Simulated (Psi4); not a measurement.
# CH5BClNO (SMILES NB(Cl)CO): B3LYP/6-31G(d) (Cartesian functions)

Aim: the vertical ionisation energy of CH5BClNO at B3LYP/6-31G* (Cartesian functions), from 2 runs. 

The calculation is run with Psi4 1.11.

1 further run of the same task is left out (set aside as unsound or not needed).

## 1. The structure to begin with

CH5BClNO has 10 atoms, charge 0, and is taken as a singlet. SMILES: `NB(Cl)CO`. The shape is that of a PBE0-D4/def2-TZVP optimisation. This is a higher conformer, about 10 kJ/mol above the lowest found by a separate search.

Bond lengths: N1–B2 1.386 Å, B2–Cl3 1.784 Å, B2–C4 1.577 Å, C4–O5 1.413 Å, N1–H6 1.005 Å, N1–H7 1.006 Å, C4–H8 1.096 Å, C4–H9 1.105 Å, O5–H10 0.962 Å. Some angles: N1–B2–Cl3 118.3°, N1–B2–C4 123.5°, Cl3–B2–C4 118.2°, B2–C4–O5 116.0°, B2–N1–H6 123.2°, B2–N1–H7 122.4°, B2–C4–H8 109.8°, B2–C4–H9 107.4°, O5–C4–H8 107.3°, O5–C4–H9 110.4°.

## 2. Energy and gradient at B3LYP/6-31G(d) (Cartesian functions)

The input, ch5bclno.in:

```
memory 1600 MB

molecule m {
  N
  B 1 1.385665
  Cl 2 1.783613 1 118.29046
  C 2 1.576909 1 123.50394 3 -177.6581
  O 4 1.41274 2 115.9592 1 -157.33717
  H 1 1.005495 2 123.15892 4 -175.82414
  H 1 1.005656 6 114.41853 2 -179.69227
  H 4 1.096316 5 107.29721 2 -123.13013
  H 4 1.104752 8 105.50089 5 117.73816
  H 5 0.962413 4 107.75112 8 -150.74329
  symmetry c1
  no_reorient
  no_com
}

set basis 6-31G*
set reference rks
set puream false
set e_convergence 1e-09
set d_convergence 1e-08
set scf_type pk
set dft_radial_points 99
set dft_spherical_points 590

gradient('b3lyp')
```

The run is started by

```sh
psi4 ch5bclno.in ch5bclno.out -n 1
```

ch5bclno.out:

```text
[...]
  Running in c1 symmetry.
[...]
  Nuclear repulsion =  209.056374174492873
[...]
  Multiplicity = 1
[...]
  Nalpha       = 24
  Nbeta        = 24
[...]
    Number of basis functions: 89
[...]
   @RKS iter   1:  -655.85836282561797   -1.35215e-01   1.01666e-02 ADIIS/DIIS
[...]
   @RKS iter  12:  -656.21511882598702   -2.61480e-12   3.09312e-09 DIIS
[...]
    Orbital Energies [Eh]
    ---------------------
    Doubly Occupied:
       1A   -101.535210     2A    -19.129282     3A    -14.351649
       4A    -10.211343     5A     -9.453967     6A     -7.214919
       7A     -7.209712     8A     -7.209002     9A     -6.795255
      10A     -1.005847    11A     -0.894646    12A     -0.824977
      13A     -0.677871    14A     -0.537871    15A     -0.535086
      16A     -0.483936    17A     -0.443055    18A     -0.430146
      19A     -0.387042    20A     -0.350838    21A     -0.321080
      22A     -0.307605    23A     -0.296141    24A     -0.252510
[...]
  @RKS Final Energy:  -656.21511882598702
   => Energetics <=
    Nuclear Repulsion Energy =            209.0563741744928734
    One-Electron Energy =               -1316.9923082048699143
    Two-Electron Energy =                 496.2768575293037543
    DFT Exchange-Correlation Energy =     -44.5560423249138182
    Empirical Dispersion Energy =           0.0000000000000000
    VV10 Nonlocal Energy =                  0.0000000000000000
    Total Energy =                       -656.2151188259871333
[...]
 Multipole Moments:
 ------------------------------------------------------------------------------------
     Multipole            Electronic (a.u.)      Nuclear  (a.u.)        Total (a.u.)
 ------------------------------------------------------------------------------------
 L = 1.  Multiply by 2.5417464519 to convert [e a0] to [Debye]
 Dipole X            :          0.1772815           -0.4362008           -0.2589193
 Dipole Y            :         -5.7206419            5.7367811            0.0161392
 Dipole Z            :          1.1832699           -2.5675695           -1.3842996
 Magnitude           :                                                    1.4083980
[...]
  -Total Gradient:
     Atom            X                  Y                   Z
    ------   -----------------  -----------------  -----------------
       1        0.000167030703     0.000253434763     0.000182618288
       2       -0.000838917527    -0.003343893107     0.001021111691
       3        0.000433323225     0.008513908345    -0.003218846402
       4        0.002385728676    -0.000796740775     0.002601645900
       5       -0.004888923190    -0.007825569875    -0.005096683726
       6       -0.000007846584     0.003916172583     0.003264096284
       7       -0.000069030222    -0.003982855255     0.003063467066
       8       -0.000786969641    -0.001871493914     0.000617346797
       9        0.002324251745    -0.001393064256     0.000381648422
      10        0.001280533314     0.006535464311    -0.002819725036
[...]
```

Run time: 38 s. Hardware: 1 thread of Intel Xeon Platinum 8259CL at 2.50GHz (Skylake/Cascade Lake), shared host; peak memory 0.94 GiB.

## 3. The doublet cation, same level

The input, calc.py:

```python
import psi4

psi4.set_memory(1600000000)
psi4.set_num_threads(1)
psi4.set_output_file('run.log', False)

m = psi4.geometry("""
1 2
N     -1.481300     0.770100     0.263800
B     -0.131200     0.458300     0.272600
Cl     0.978400     1.531400     1.166200
C      0.484800    -0.764800    -0.509200
O      1.724500    -1.243900    -0.030200
H     -1.860400     1.585400     0.713900
H     -2.164100     0.196600    -0.201200
H     -0.217400    -1.606600    -0.495200
H      0.570000    -0.469000    -1.570200
H      2.179800    -0.508700     0.392200
units angstrom
symmetry c1
""")

options = {'basis': '6-31G*', 'reference': 'uks', 'puream': False, 'e_convergence': 1e-09, 'd_convergence': 1e-08, 'scf_type': 'pk', 'dft_radial_points': 99, 'dft_spherical_points': 590, 'maxiter': 100}
psi4.set_options(options)

energy_value, wavefunction = psi4.gradient('B3LYP', molecule=m, return_wfn=True)
psi4.oeprop(wavefunction, 'LOWDIN_CHARGES', 'MAYER_INDICES', 'MULLIKEN_CHARGES', title='B3LYP')
print('gradient / Eh bohr^-1')
print(energy_value.np.round(6))
print(f'energy = {wavefunction.energy():.10f} Eh')
```

The run is started by

```sh
python calc.py
```

run.log:

```text
[...]
  Running in c1 symmetry.
[...]
  Nuclear repulsion =  209.056385076964602
[...]
  Multiplicity = 2
[...]
  Nalpha       = 24
  Nbeta        = 23
[...]
    Number of basis functions: 89
[...]
   @UKS iter   1:  -655.41330708307612    3.09841e-01   1.02814e-02 DIIS/ADIIS
[...]
   @UKS iter  19:  -655.86094840808641   -2.50111e-12   3.77419e-09 DIIS
[...]
   @S^2 Observed:                7.568336346E-01
[...]
  @UKS Final Energy:  -655.86094840808641
   => Energetics <=
    Nuclear Repulsion Energy =            209.0563850769646024
    One-Electron Energy =               -1305.5353633855477256
    Two-Electron Energy =                 484.8528522153996505
    DFT Exchange-Correlation Energy =     -44.2348223149030417
    Empirical Dispersion Energy =           0.0000000000000000
    VV10 Nonlocal Energy =                  0.0000000000000000
    Total Energy =                       -655.8609484080863012
[...]
 Multipole Moments:
 ------------------------------------------------------------------------------------
     Multipole            Electronic (a.u.)      Nuclear  (a.u.)        Total (a.u.)
 ------------------------------------------------------------------------------------
 L = 1.  Multiply by 2.5417464519 to convert [e a0] to [Debye]
 Dipole X            :          2.1978456           -3.4884773           -1.2906317
 Dipole Y            :          3.2419435           -3.7968638           -0.5549204
 Dipole Z            :          2.6701554           -3.6204540           -0.9502987
 Magnitude           :                                                    1.6960939
[...]
  -Total Gradient:
     Atom            X                  Y                   Z
    ------   -----------------  -----------------  -----------------
       1       -0.000677843312     0.006611425253     0.008947240322
       2       -0.019443699171    -0.024134265899    -0.008833799306
       3        0.001897100284     0.004673171858     0.003478921329
       4        0.003572903904     0.020960202633    -0.020894250672
       5        0.026242979018     0.008167410181     0.016727021724
       6        0.004948087635    -0.006152537253    -0.009472565390
       7        0.009793804235     0.003248102278     0.005758152959
       8       -0.005197267164     0.007078888180     0.006125532551
       9       -0.003861244807    -0.003938266328     0.007643756093
      10       -0.017279632673    -0.016515948253    -0.009483339374
[...]
```

On the terminal:

```text
gradient / Eh bohr^-1
[[-0.000678  0.006611  0.008947]
 [-0.019444 -0.024134 -0.008834]
 [ 0.001897  0.004673  0.003479]
 [ 0.003573  0.02096  -0.020894]
 [ 0.026243  0.008167  0.016727]
 [ 0.004948 -0.006153 -0.009473]
 [ 0.009794  0.003248  0.005758]
 [-0.005197  0.007079  0.006126]
 [-0.003861 -0.003938  0.007644]
 [-0.01728  -0.016516 -0.009483]]
energy = -655.8609484081 Eh
```

Run time: 76 s. Hardware: 1 thread of Intel Xeon Platinum 8259CL at 2.50GHz (Skylake/Cascade Lake), shared host; peak memory 0.95 GiB.

## 4. Summary of results

Level: B3LYP/6-31G* (Cartesian functions).

| quantity | value |
| --- | --- |
| singlet CH5BClNO: total energy | -656.21512 Eh |
| singlet CH5BClNO: dipole moment | 3.58 D |
| singlet CH5BClNO: HOMO energy | -6.87 eV |
| singlet CH5BClNO: LUMO energy | 0.46 eV |
| singlet CH5BClNO: HOMO–LUMO gap | 7.33 eV |
| singlet CH5BClNO: largest force on an atom | 0.542 eV/Å |
| doublet cation: total energy | -655.86095 Eh |
| doublet cation: HOMO energy (highest over α and β) | -13.45 eV |
| doublet cation: LUMO energy (lowest over α and β) | -12.15 eV |
| doublet cation: ⟨S²⟩ | 0.757 |
| doublet cation: largest force on an atom | 1.657 eV/Å |
| vertical ionisation energy (to the doublet cation) | 9.637 eV |

The vertical ionisation energy comes to 9.64 eV (930 kJ/mol). The largest force (singlet CH5BClNO) is 0.54 eV/Å: the shape isn't a stationary point for this species at this level. The negative HOMO energy of the first species, 6.87 eV, lies 2.77 eV below that difference.
